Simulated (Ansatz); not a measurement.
# GeF+ (singlet): the correlation ladder at distance Ge1–F2 = 2.000 Å, cc-pVDZ

How much of the correlation energy of GeF+ (singlet) does each wave-function method recover here?

Method: cc-pVDZ, core rule «outside noble gas», up to 15 orbitals frozen; program: Ansatz 0.2.0, Gaussian basis.

The runs, in order: UHF; CCSD(T) on RHF; BCCD(T) on RHF; CISD; CCSDT(Q) on RHF; CCSDTQ on RHF; CASSCF and MRCISD+Q, 2 electrons in 2 orbitals; CASSCF and NEVPT2, 2 electrons in 2 orbitals.

41 further runs of the same task are left out: 18 for a known fault of the program, 20 that didn't finish, 3 set aside as unsound or not needed.

## Step 1: The system

The geometry derives from a PBE0/def2-TZVP stationary point (not a proven minimum). One bond is set to the value named and the two fragments are kept rigid. No spin-orbit coupling is included. The filled d shell of Ge may be among the frozen orbitals whatever the setting's name suggests; the logs give the count.

2 atoms, charge 1, spin multiplicity 1.

Atoms are counted from 1 here; the program's logs count them from 0.

Bond lengths: Ge1–F2 2.000 Å.

## Step 2: UHF

in.yaml reads:

```yaml
crystal:
  periodic: [false, false, false]
  atoms:
    - {symbol: Ge, position_ang: [0.000000, 0.000000, 0.000000]}
    - {symbol: F, position_ang: [0.000000, 0.000000, 2.000000]}
basis:
  gaussian: {orbitals: cc-pVDZ}
total_charge: 1
magnetization: {spin_polarized: true, initial_magnetization: 0}
hamiltonian: {xc: hf}
output: {orbitals: {seedname: orbitals}}
```

Command:

```
$ ansatz run in.yaml --threads 1 --pin off --events-out ev --progress --plain --max-ram 2393MiB
```

Further steps of the session: CCSD(T) on RHF; BCCD(T) on RHF; CISD; CCSDT(Q) on RHF; CCSDTQ on RHF; CASSCF and MRCISD+Q, 2 electrons in 2 orbitals; CASSCF and NEVPT2, 2 electrons in 2 orbitals.

Before running them: what should the planned runs give, taken together? Wanted: RCCSDTQ below the RHF energy; RMP2 from RCCSDTQ; RCCSD from RCCSDTQ; RCCSD(T) from RCCSDTQ; RCCSDT(Q) from RCCSDTQ; NEVPT2 pair from RCCSDTQ; MRCISD+Q pair from RCCSDTQ; T1 diagnostic.

As calculated:

| quantity | value |
| --- | --- |
| RCCSDTQ below the RHF energy | -7.5271 eV |
| RMP2 from RCCSDTQ | +12.99 kcal/mol |
| RCCSD from RCCSDTQ | +6.99 kcal/mol |
| RCCSD(T) from RCCSDTQ | +1.31 kcal/mol |
| RCCSDT(Q) from RCCSDTQ | -0.56 kcal/mol |
| NEVPT2 pair from RCCSDTQ | +14.20 kcal/mol |
| MRCISD+Q pair from RCCSDTQ | +2.49 kcal/mol |
| levels within 1 kcal/mol (43 meV) | BCCD(T), RCCSDT, RCCSDT(Q) |
| T1 diagnostic | 0.037 |

What this shows: RCCSD(T) misses by +1.31 kcal/mol, 0.8 % of the correlation energy. Of the multireference levels listed MRCISD+Q pair comes nearest in total energy (+2.49 kcal/mol), which doesn't show that its space is the better one. These misses are within one basis, not against nature.
